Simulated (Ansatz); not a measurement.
**ZrIn: a single-point run**

The task is a single-point run on ZrIn. The structure is shown as the input types it.

Computed with Ansatz 0.2.0 (DFT, LDA, norm-conserving pseudopotentials, Ansatz's default files, scalar-relativistic, unless a step's input says otherwise).

## 1. Starting point

The structure is tetragonal, space group P4/mmm (No. 123). The conventional cell has a = 3.152 Å, b = 3.152 Å, c = 4.422 Å, α = 90.00°, β = 90.00°, γ = 90.00°. Zr (site symmetry 4/mmm) is surrounded by 8 In at 3.14 Å and 4 Zr at 3.15 Å. In (site symmetry 4/mmm) has 8 Zr at 3.14 Å and 4 In at 3.15 Å as nearest neighbours.

The input asks for a charge of +0.5 e on the cell.

Coordinates:

```
Zr In
1.0
     3.15202    0.00000    0.00000
     0.00000    3.15202    0.00000
     0.00000    0.00000    4.42201
Zr In
1 1
Direct
  0.00000 0.00000 0.00000
  0.50000 0.50000 0.50000
```

## 2. Input and run

File input.yaml:

```yaml
crystal:
  lattice:
    - [3.1520244363, 0.0, 0.0]
    - [0.0, 3.1520244363, 0.0]
    - [0.0, 0.0, 4.422010105]
  atoms:
    - { symbol: Zr, position: [0.0, 0.0, 0.0] }
    - { symbol: In, position: [0.5, 0.5, 0.5] }
kpoints:
  mp_grid: { grid: [12, 12, 8] }
scf:
  occupations: { method: fermi_dirac, width: 0.05 }
  max_iter: 80
hamiltonian:
  xc: lda
  pseudopotentials: { kind: nc }
output:
  forces: true
  stress: true
  eigenvalues: true
  populations: true
total_charge: 0.5
```

The run is started by

```bash
$ ansatz run input.yaml --threads 1 --pin off --max-ram 2048MiB --backend cpu --events-out ev --progress --plain --runs-dir out
```

What happens when this is run?

The program finished normally. That alone doesn't make the input a sound one.

The suspect setting: total_charge is 0.5. The net charge is not the one intended, so the run treats another number of electrons.

Run again and compare: delete total_charge (the default then holds).
